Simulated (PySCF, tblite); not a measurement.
# C₇H₁₃PSi: geometry, infrared bands and NMR shifts

Wanted: the infrared bands and NMR shifts of C₇H₁₃PSi (`C[SiH2]P1C=CC(C)C=C1`), by calculation.

Computed with tblite 0.8.0 and PySCF 2.14.0, with density-fitted response routines of our own, on a single molecule in the gas phase. Atoms are numbered from 0 throughout.

### Step 1. The molecule as given

22 atoms, charge 0, multiplicity 1; geometry from: force field or distance geometry start.

Bonds of the start (Å): C0–Si1 1.85, Si1–P2 2.21, P2–C3 1.85, C3–C4 1.34, C4–C5 1.50, C5–C6 1.52, C5–C7 1.52, C7–C8 1.33, C8–P2 1.83, C0–H9 1.10, C0–H10 1.10, C0–H11 1.08, Si1–H12 1.50, Si1–H13 1.48, C3–H14 1.08, C4–H15 1.09, C5–H16 1.09, C6–H17 1.11, C6–H18 1.09, C6–H19 1.10, C7–H20 1.09, C8–H21 1.08.

### Step 2. Relaxing the molecule with GFN2-xTB

The job: settings as JSON, then the geometry in Å.

```
{"job": {"kind": "relax", "xc": "GFN2-xTB", "basis": "xTB"}, "charge": 0, "multiplicity": 1}
C      2.946400    -0.237100    -0.444400
Si     2.626800     1.156100     0.723800
P      0.472100     1.322200     1.204700
C     -0.282400     1.409700    -0.481300
C     -1.179400     0.495600    -0.878900
C     -1.682000    -0.718700    -0.148200
C     -3.153100    -0.545000     0.211000
C     -0.877300    -1.100500     1.081300
C      0.052000    -0.387500     1.717300
H      2.405200    -0.085000    -1.385600
H      2.610700    -1.195900    -0.031400
H      4.000500    -0.324100    -0.672700
H      3.363500     0.921500     2.012700
H      3.093800     2.435700     0.142100
H     -0.029000     2.229000    -1.140500
H     -1.605300     0.633400    -1.868100
H     -1.592800    -1.557200    -0.842400
H     -3.553200    -1.461700     0.681800
H     -3.756700    -0.343000    -0.672400
H     -3.299600     0.283700     0.921200
H     -1.103400    -2.092700     1.470500
H      0.532800    -0.819300     2.586400
```

Run with:

```console
> OMP_NUM_THREADS=1 python probes_run.py task.json out
```

One launch serves the whole session: the jobs run in the order shown.

**Question.** This job is followed by: GFN2-xTB harmonic vibrations, gas phase; GIAO PBE0/pcSseg-1 NMR shielding, non-relativistic, gas phase. What will the session give for the following? strongest single infrared mode (GFN2-xTB); zero-point energy (GFN2-xTB); 13C shifts against TMS (PBE0/pcSseg-1, means over atoms taken as alike); 1H shifts against TMS (PBE0/pcSseg-1, means over atoms taken as alike); 29Si shifts against TMS (PBE0/pcSseg-1); 31P shifts against H3PO4 (PBE0/pcSseg-1).

As calculated:

| quantity | value |
| --- | --- |
| strongest single infrared mode (GFN2-xTB) | 2214 cm⁻¹, 304 km/mol |
| zero-point energy (GFN2-xTB) | 108.9 kcal/mol |
| 13C shifts against TMS (PBE0/pcSseg-1, means over atoms taken as alike) | 142.3, 129.2, 36.9, 20.2, -9.8 ppm |
| 1H shifts against TMS (PBE0/pcSseg-1, means over atoms taken as alike) | 6.67, 6.17, 4.30, 3.10, 1.00, 0.08 ppm |
| 29Si shifts against TMS (PBE0/pcSseg-1) | -51.7 ppm |
| 31P shifts against H3PO4 (PBE0/pcSseg-1) | -129.8 ppm |

Relaxing lowered the energy by 0.258 eV in 93 steps; the close pair that moved most is C0–Si1, from 1.846 to 1.905 Å. No mode is imaginary among the 60: a minimum at this level. GFN2-xTB is a fitted tight-binding method: band positions and strengths are rough. Its intensities can rank the bands wrongly.
